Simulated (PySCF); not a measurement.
# HgH₂: relaxation and vibrations of the singlet

Aim: relax HgH₂ as a singlet from a linear start, check by its vibrations whether the end is a minimum, and collect its spectrum and constants.

Computed with PySCF 2.14.0. Level: PBE0, basis Hg x2c-TZVPall, H x2c-TZVPall, spin-free X2C, no spin–orbit coupling, density fitting.

**1. The system as given**

3 atoms, charge 0, spin multiplicity 1.

Bond lengths: Hg1–H2 1.650 Å, Hg1–H3 1.650 Å. Angles: H2–Hg1–H3 180.0°.

```xyz
3
charge 0 multiplicity 1
Hg    0.0000    0.0000    0.0000
H     0.0000    0.0000    1.6500
H     0.0000    0.0000   -1.6500
```

**2. Relaxation: linear start, singlet**

One driver script runs all steps and calls PySCF; scf.py shows how it sets up the SCF of each step. The optimiser is the driver's own. Before each start the driver seeks the lowest SCF state from one or more starting densities and follows internal instabilities, so scf.py alone need not reach the same state.

The program finds D∞h symmetry in the start, which this walk keeps. The walk stops when the largest gradient is under 0.0003 Eh/bohr and the energy has settled too.

scf.py

```python
from pyscf import gto, scf, dft
mol = gto.M(atom='''
Hg     0.000000     0.000000     0.000000
H      0.000000     0.000000     1.650000
H      0.000000     0.000000    -1.650000''',
    basis={'Hg': 'x2c-TZVPall', 'H': 'x2c-TZVPall'},
    nucmod='G',
    charge=0, spin=0)
mf = dft.RKS(mol, xc='PBE0')
mf.grids.atom_grid = (50, 194)
aux = {'Hg': 'AutoAux', 'H': 'AutoAux'}  # AutoAux: made from the orbital basis
mf = mf.density_fit(auxbasis=aux).sfx2c1e()
mf.kernel()
```

Further steps of the session: Is it a minimum? Harmonic modes.

Before running it: what results should come out? Wanted: minimum; geometry; wavenumbers; dipole moment; highest occupied, lowest empty level; polar-tensor charge of Hg1; zero-point energy.

**Answer**, as computed:

| quantity | value |
| --- | --- |
| minimum | singlet, D∞h |
| geometry | Hg–H 1.642 Å (×2); H–Hg–H 180.0° |
| wavenumbers (cm⁻¹) | 843 (πu), 1968 (σu+), 2082 (σg+) |
| dipole moment | 0.00 D |
| highest occupied, lowest empty level | -8.16, -0.77 eV |
| polar-tensor charge of Hg1 | +0.46 e |
| zero-point energy | 34.3 kJ/mol |
| entropy at 298.15 K | 214.1 J/(mol K) |

In words: The molecule stays D∞h, as typed, and the end point is a minimum. The strongest infrared band lies at 1968 cm⁻¹ (σu+, stretch). The dipole vanishes although Hg1 carries +0.5 e by the polar tensor: the bond dipoles cancel. Other starts or spin states, not run here, may lie lower. With an element this heavy the missing spin–orbit coupling can shift these numbers.
